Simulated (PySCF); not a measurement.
**C₂F₆: electronic excitations and core binding energies**

What electronic excitations and core binding energies should C₂F₆ (`FC(F)(F)C(F)(F)F`) show?

The runs use PySCF 2.14.0, with density-fitted response routines of our own; the level of theory stands in each step. All values are computed, except where a source is named. Atoms are numbered from 0 throughout.

## (1) The molecule as given

8 atoms, charge 0, multiplicity 1; geometry from: GFN2-xTB.

Bonds of the start (Å): F0–C1 1.33, C1–F2 1.33, C1–F3 1.33, C1–C4 1.56, C4–F5 1.33, C4–F6 1.33, C4–F7 1.33.

## (2) Excited states and response: wB97X-D/def2-SVPD

The job: settings as JSON, then the geometry in Å.

```
{"job": {"kind": "uv", "xc": "wB97X-D", "basis": "def2-SVPD", "nstates": 8, "ntriplets": 3}, "charge": 0, "multiplicity": 1}
F      1.399414    -0.292322    -1.031753
C      0.768188    -0.069173     0.114777
F      1.260261     1.038854     0.656012
F      1.016651    -1.083283     0.935154
C     -0.765759     0.072656    -0.122341
F     -1.020441     1.084735    -0.942958
F     -1.256428    -1.037790    -0.660153
F     -1.392828     0.295735     1.026698
```

Method: TDDFT wB97X-D/def2-SVPD, vertical, gas phase, core orbitals frozen in the response.

**Question.** This job is followed by: delta-SCF UKS SCAN, pcX-2 on the ionised atom, pcseg-1 elsewhere, spin-free X2C. Predict these results of the whole session: lowest singlet (wB97X-D/def2-SVPD); brightest single state of those computed; lowest triplet; F1s binding energies, SCAN/pcX-2; C1s binding energies, SCAN/pcX-2.

**Answer**, as computed:

```
                                quantity                         value
      lowest singlet (wB97X-D/def2-SVPD)  11.79 eV (105 nm), f = 0.033
brightest single state of those computed  state 6, 12.83 eV, f = 0.250
                          lowest triplet                      10.91 eV
        F1s binding energies, SCAN/pcX-2                  F0 695.17 eV
        C1s binding energies, SCAN/pcX-2                  C1 299.76 eV
```

**Reading.** The lowest singlet, at 11.79 eV, is HOMO→LUMO+1 0.73, HOMO→LUMO+4 0.16 and is weak; of the 8 states computed, the strongest absorption comes from state 6 at 12.83 eV. The lowest triplet lies 0.89 eV below the lowest singlet (triplets in Tamm-Dancoff, singlets in full TDDFT).
